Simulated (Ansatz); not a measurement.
## CH9NSi2, SMILES NC([SiH3])[SiH3]: a geometry optimisation, step by step

Computed with Ansatz 0.2.0 through its Python package.

Run as a notebook:

```python
import ansatz as az
import numpy as np
```

```python
geometry_ang = [
    ("N", [0.4528, 1.4313, -0.8288]),
    ("C", [-0.4248, 0.4376, -0.1816]),
    ("Si", [0.1482, -0.0009, 1.5197]),
    ("Si", [-0.3356, -1.1674, -1.1251]),
    ("H", [1.3908, 1.1945, -0.8897]),
    ("H", [0.3672, 2.3644, -0.3116]),
    ("H", [-1.4222, 0.8152, -0.1194]),
    ("H", [-0.6593, -0.9811, 2.193]),
    ("H", [0.1939, 1.2433, 2.413]),
    ("H", [1.5835, -0.5007, 1.5207]),
    ("H", [-0.9675, -0.9948, -2.4704]),
    ("H", [0.9944, -1.6993, -1.2386]),
    ("H", [-1.3011, -2.1768, -0.4663]),
]
system = az.Crystal.molecule()
for symbol, xyz in geometry_ang:
    system = system.atom(symbol, xyz)
```

```python
base = (
    system.calculation()
    .basis(gaussian="def2-SVP")
    .functional("pbe")
)
symbols = [site.symbol for site in system.cartesian_sites]
start = np.array([site.position_ang for site in system.cartesian_sites], dtype=float)
def progress(event):
    if event["event"] == "relax_step":
        row = event["data"]
        print(f"step {row['step']:3d}  E = {row['lagrangian_ev']:.6f} eV  max force {row['allowed_force_max_ev_ang']:.4f} eV/A")
```

```python
rep = base.relax(force_tolerance=0.02).session().plan().execute(on_event=progress).report
end = np.array(rep["positions_ang"])
```

    step   1  E = -18408.947115 eV  max force 3.3306 eV/A
    step   2  E = -18409.386900 eV  max force 0.8923 eV/A
    step   3  E = -18409.442528 eV  max force 0.1307 eV/A
    step   4  E = -18409.447219 eV  max force 0.0710 eV/A
    step   5  E = -18409.450675 eV  max force 0.0440 eV/A
    step   6  E = -18409.451225 eV  max force 0.0583 eV/A
    step   7  E = -18409.451626 eV  max force 0.0292 eV/A
    step   8  E = -18409.451639 eV  max force 0.0181 eV/A

```python
for key in ("converged", "free_energy_ev", "reference_energy_ev", "n_frozen", "n_occupied", "n_virtual"):
    print(f"{key:22s} {rep[key]}")
```

    converged              True
    free_energy_ev         -18409.451679933572
    reference_energy_ev    -18409.451679933572
    n_frozen               0
    n_occupied             [25, 25]
    n_virtual              [84, 84]

```python
print("final positions (A) and the move of each atom")
for symbol, xyz, old in zip(symbols, end, start):
    print(f"{symbol:2s} {xyz[0]:10.5f} {xyz[1]:10.5f} {xyz[2]:10.5f}   {np.linalg.norm(xyz - old):7.4f}")
```

    final positions (A) and the move of each atom
    N     0.44405    1.39557   -0.83535    0.0374
    C    -0.37707    0.37481   -0.14580    0.0866
    Si    0.17140    0.06436    1.66268    0.1589
    Si   -0.42630   -1.18632   -1.24164    0.1489
    H     1.43165    1.10540   -0.84290    0.1086
    H     0.41984    2.29188   -0.32957    0.0914
    H    -1.43322    0.72880   -0.11843    0.0871
    H    -0.69940   -0.90872    2.41810    0.2398
    H     0.17061    1.38346    2.39598    0.1431
    H     1.58788   -0.45221    1.65883    0.1465
    H    -1.06581   -0.88376   -2.56831    0.1777
    H     0.98545   -1.65602   -1.48001    0.2454
    H    -1.18877   -2.29195   -0.55868    0.1855

Notes:
- Total energies depend on the basis set; only differences at equal settings carry meaning.
- The end point is the stationary point reached from this start; no frequency run checks that it is a minimum, and the basis set is modest.
- Timing: 40 s on 1 thread of Arm Neoverse V1, with other jobs on the host, peak memory 0.22 GiB.

(Lines on the test bed's own set-up are left out of the output.)
